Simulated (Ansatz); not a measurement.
**C₂H₉BSi: basis-set convergence**

The task here is to estimate one member of a computed series from the others.

Method: one geometry, several basis sets; program: Ansatz 0.2.0, Gaussian basis.

Levels to be run: PBE0-D4/def2-SVP; ωB97M-V/def2-SVP; PBE0-D4/def2-QZVPP; ωB97M-V/def2-QZVPP; the functionals' def2-TZVPP values are taken from earlier runs.

### The geometry

The geometry comes from an earlier relaxation with PBE0-D4 in a triple-zeta def2 set; it is a stationary point, not always the lowest conformer.

13 atoms, charge 0, spin multiplicity 1.

Atoms are counted from 1 here; the program's logs count them from 0.

Bond lengths: B1–C2 1.529 Å, B1–H5 1.199 Å, B1–H6 1.199 Å, C2–C3 1.528 Å, C2–Si4 1.911 Å, C2–H7 1.098 Å, C3–H8 1.093 Å, C3–H9 1.093 Å, C3–H10 1.093 Å, Si4–H11 1.485 Å, Si4–H12 1.488 Å, Si4–H13 1.487 Å. Angles: C2–B1–H5 120.6°, C2–B1–H6 120.4°, H5–B1–H6 118.8°, B1–C2–C3 118.8°, B1–C2–Si4 100.2°, B1–C2–H7 112.5°, C3–C2–Si4 109.8°, C3–C2–H7 112.5°, Si4–C2–H7 100.6°, C2–C3–H8 110.7°, C2–C3–H9 112.6°, C2–C3–H10 111.0°, H8–C3–H9 107.5°, H8–C3–H10 107.1°, H9–C3–H10 107.8°, C2–Si4–H11 111.4°, C2–Si4–H12 111.6°, C2–Si4–H13 107.1° and more.

The first run:

in.yaml

```yaml
crystal:
  periodic: [false, false, false]
  atoms:
    - {symbol: B, position_ang: [-0.836197, 1.066894, -0.873820]}
    - {symbol: C, position_ang: [0.362465, 0.327483, -0.279591]}
    - {symbol: C, position_ang: [0.812432, 0.674206, 1.139213]}
    - {symbol: Si, position_ang: [-0.288675, -1.468880, -0.330840]}
    - {symbol: H, position_ang: [-1.048083, 1.036580, -2.053474]}
    - {symbol: H, position_ang: [-1.629424, 1.611529, -0.157693]}
    - {symbol: H, position_ang: [1.204157, 0.257559, -0.981424]}
    - {symbol: H, position_ang: [1.255518, 1.672648, 1.170967]}
    - {symbol: H, position_ang: [1.554899, -0.028132, 1.527212]}
    - {symbol: H, position_ang: [-0.035867, 0.677466, 1.828655]}
    - {symbol: H, position_ang: [-0.397929, -1.965447, -1.725757]}
    - {symbol: H, position_ang: [-1.615889, -1.589498, 0.330640]}
    - {symbol: H, position_ang: [0.682893, -2.307208, 0.420709]}
basis:
  gaussian: {orbitals: def2-SVP}
hamiltonian: {xc: pbe0, dispersion: d4}
output: {orbitals: {seedname: orbitals}}
```

Command:

```bash
> ansatz run in.yaml --threads 4 --pin off --events-out ev --progress --plain --max-ram 10444MiB
```

Among the steps run: PBE0-D4 in def2-SVP; ωB97M-V in def2-SVP; PBE0-D4 in def2-QZVPP; ωB97M-V in def2-QZVPP.

One of the session's tables, all rows but one given; the rest of the session is left out.

It belongs to the step «Functionals by basis». 

```
functional       basis  HOMO (eV)
   PBE0-D4    def2-SVP      -8.37
   PBE0-D4  def2-TZVPP      -8.36
   PBE0-D4  def2-QZVPP      -8.36
   ωB97M-V    def2-SVP          ?
   ωB97M-V  def2-TZVPP     -10.58
   ωB97M-V  def2-QZVPP     -10.58
```

Q: Estimate the row for ωB97M-V, def2-SVP from the others.

The run gave: HOMO (eV): -10.56. In the column «HOMO (eV)» it lies between ωB97M-V, def2-QZVPP (-10.58) and PBE0-D4, def2-SVP (-8.37).
